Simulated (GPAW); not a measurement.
The system is HfB.

```xyz
2
Lattice="0.0000 2.3100 2.3100 2.3100 0.0000 2.3100 2.3100 2.3100 0.0000" Properties=species:S:1:pos:R:3 pbc="T T T"
Hf    2.3100    2.3100    2.3100
B     0.0000    0.0000    0.0000
```

Base run:

- Program: GPAW 26.7.0
- Functional: PBE
- Potentials or basis: GPAW PAW data sets (gpaw-data 1.2.1)
- Cutoff: 800 eV
- Basis: pw
- k mesh: 8 × 8 × 8
- Occupations: fermi-dirac, width 0.05 eV
- Spin: no spin polarisation
- Hubbard terms: Hf d U = 8 eV

Its results: pressure 64.5 GPa.

Task: The run is repeated on the same cell with these changes: cutoff from 800 eV to 600 eV; hubbard terms from Hf d U = 8 eV to Hf d U = 5 eV. What comes out?

Result: Pressure 51.5 GPa.

Caveats: a pressure of tens of GPa on the cell as given is suspect, and the run, the potentials or the cell itself is likely at fault; U without spin polarisation on a metal has little footing; the U is typed as a test and isn't derived for this compound; the cutoff is short for stress and forces, so pressures can be off by a GPa or more (some runs).
